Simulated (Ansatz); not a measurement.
# TiSi8O16: the cost of one run

Method: DFT r2SCAN+D3(BJ), plane waves, PAW, scalar-relativistic, no spin polarisation, in Ansatz 0.2.0.

## 1. The starting structure

The cell holds 25 atoms (O16Si8Ti): a = 5.908 Å, b = 5.908 Å, c = 5.331 Å, α = 90.00°, β = 90.00°, γ = 90.00°.

Its coordinates follow in the input file.

## 2. End point A

File input.yaml:

```yaml
crystal:
  lattice:
    - [-4.1773, -4.1773, 0.0]
    - [4.1773, -4.1773, 0.0]
    - [0.0, 0.0, 5.331]
  atoms:
    - { symbol: Si, position: [0.5, 0.5, 0.0] }
    - { symbol: Si, position: [0.0, 0.5, 0.25] }
    - { symbol: O, position: [0.19392, 0.5, 0.0] }
    - { symbol: O, position: [0.0, 0.19392, 0.25] }
    - { symbol: O, position: [0.80608, 0.5, 0.0] }
    - { symbol: O, position: [0.0, 0.80608, 0.25] }
    - { symbol: Si, position: [0.5, 0.5, 0.5] }
    - { symbol: Si, position: [0.0, 0.5, 0.75] }
    - { symbol: O, position: [0.19392, 0.5, 0.5] }
    - { symbol: O, position: [0.0, 0.19392, 0.75] }
    - { symbol: O, position: [0.80608, 0.5, 0.5] }
    - { symbol: O, position: [0.0, 0.80608, 0.75] }
    - { symbol: Si, position: [0.0, 0.0, 0.0] }
    - { symbol: Si, position: [0.5, 0.0, 0.25] }
    - { symbol: O, position: [0.69392, 0.0, 0.0] }
    - { symbol: O, position: [0.5, 0.69392, 0.25] }
    - { symbol: O, position: [0.30608, 0.0, 0.0] }
    - { symbol: O, position: [0.5, 0.30608, 0.25] }
    - { symbol: Si, position: [0.0, 0.0, 0.5] }
    - { symbol: Si, position: [0.5, 0.0, 0.75] }
    - { symbol: O, position: [0.69392, 0.0, 0.5] }
    - { symbol: O, position: [0.5, 0.69392, 0.75] }
    - { symbol: O, position: [0.30608, 0.0, 0.5] }
    - { symbol: O, position: [0.5, 0.30608, 0.75] }
    - { symbol: Ti, position: [0.7429277, 0.7636281, 0.1192028] }
basis:
  ecutwfc: 500.0
kpoints:
  mp_grid: { grid: [2, 2, 2] }
hamiltonian:
  xc: r2scan
  dispersion: d3bj
  pseudopotentials: { kind: paw, azcp: { folder: soft_1 } }
scf:
  occupations: { method: fermi_dirac, width: 0.02 }
  lower_state_search: "off"
relax:
  f_tol: 0.03
  max_steps: 60
  adjacent_minimum: "off"
```

Started as:

```bash
ansatz run input.yaml --threads 2 --pin off --max-ram 5120MiB --backend cpu --events-out ev --progress --plain --runs-dir out
```

Q: Estimate wall time and peak memory on 2 threads of Arm Neoverse V2, shared host.

About 3 min, with a peak of 0.88 GiB.
